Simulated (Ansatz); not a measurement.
# S, space group Fm-3m: a phonon calculation by linear response

Program: Ansatz 0.2.0, Python API.

Notebook, run cell by cell (the value of a cell's last expression is shown):

```python
from pathlib import Path

import ansatz as az
from ase import Atoms
import numpy as np
```

```python
atoms = Atoms(
    ["S"],
    scaled_positions=[
        (0.0, 0.0, 0.0),
    ],
    cell=[
        (0.0, 1.99435034, 1.99435034),
        (1.99435034, 0.0, 1.99435034),
        (1.99435034, 1.99435034, 0.0),
    ],
    pbc=True,
)
system = az.Crystal.from_ase(atoms)

base = (
    system.calculation()
    .functional("lda")
    .occupations("methfessel_paxton", width=0.05)  # fractional filling near the Fermi level
    .kpoints(14, 14, 14)  # the mesh must be finer for metals
    .phonons("dfpt", points=[(0, 0, 0), (0.5, 0.5, 0.5), (0, 0, 0.5)])
)
result = base.run(threads=1, runs_dir="runs")
ph = result.phonons
```

    DeckWarning: basis.ecutwfc = 420 eV, auto-derived from the records' recommended cutoffs: set by S (normal level)

```python
for q in ph.qpoints:
    thz = np.asarray(q.omega_inv_cm) / 33.35641
    print("q = ({:.2f}, {:.2f}, {:.2f})".format(*q.q_frac), np.round(thz, 2) + 0.0, "THz")
```

    q = (0.00, 0.00, 0.00) [0. 0. 0.] THz
    q = (0.50, 0.50, 0.50) [-6.35 -5.75 -5.75] THz
    q = (0.00, 0.00, 0.50) [-6.35 -5.75 -5.75] THz

The cell isn't relaxed first, so the values belong to this volume. A negative frequency stands for an imaginary mode. This isn't the structure that S takes at ambient conditions. Warnings are shown shortened and without file and line. The structure is taken as given; imaginary modes can come from an unrelaxed or unstable start. Phonons of metals also depend on mesh and smearing. It ran for 17 s on 1 thread of Arm Neoverse V1 (shared host), peak memory 0.53 GiB.
